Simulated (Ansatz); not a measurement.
# VSbS: the cost of one run

Computed with Ansatz 0.2.0 (DFT PBE, scalar-relativistic, plane waves, PAW, unless a step's input says otherwise).

## (1) Starting point

It takes space group P4/mmm (No. 123, tetragonal). Conventional cell: a = 3.112 Å, b = 3.112 Å, c = 8.309 Å, α = 90.00°, β = 90.00°, γ = 90.00°. V (site symmetry 4/mmm) is surrounded by 4 S at 2.20 Å. Sb (site symmetry 4/mmm) has 4 Sb at 3.11 Å as nearest neighbours. Around S (site symmetry 4/mmm) lie 4 V at 2.20 Å.

As a file:

```
V Sb S
1.0
     3.11247    0.00000    0.00000
     0.00000    3.11247    0.00000
     0.00000    0.00000    8.30852
V Sb S
1 1 1
Direct
  0.00000 0.00000 0.50000
  0.00000 0.00000 0.00000
  0.50000 0.50000 0.50000
```

A structure generator made this guess: random cell by space group and Wyckoff sites (P4/mmm, No. 123). Lengths come from tabulated atomic sizes and are only a guess.

## (2) Probe: one point on a coarse mesh

File input.yaml:

```yaml
crystal:
  lattice:
    - [3.11247446, 0.0, 0.0]
    - [0.0, 3.11247446, 0.0]
    - [0.0, 0.0, 8.30851733]
  atoms:
    - { symbol: V, position: [0.0, 0.0, 0.5], spin: 2.0 }
    - { symbol: Sb, position: [0.0, 0.0, 0.0] }
    - { symbol: S, position: [0.5, 0.5, 0.5] }
basis:
  ecutwfc: 420
kpoints:
  mp_grid: { grid: [6, 6, 2] }
hamiltonian:
  xc: pbe
scf:
  occupations: { method: gaussian, width: 0.1 }
  lower_state_search: "off"
output:
  forces: true
  stress: true
  eigenvalues: true
  populations: true
magnetization:
  spin_polarized: true
```

Command:

```console
ansatz run input.yaml --threads 1 --pin off --max-ram 2560MiB --backend cpu --events-out ev --progress --plain --runs-dir out
```

**Question.** How long does this run take on 1 thread of Arm Neoverse N1, shared host, and how much memory does it need?

About 17 s, with a peak of 0.38 GiB.
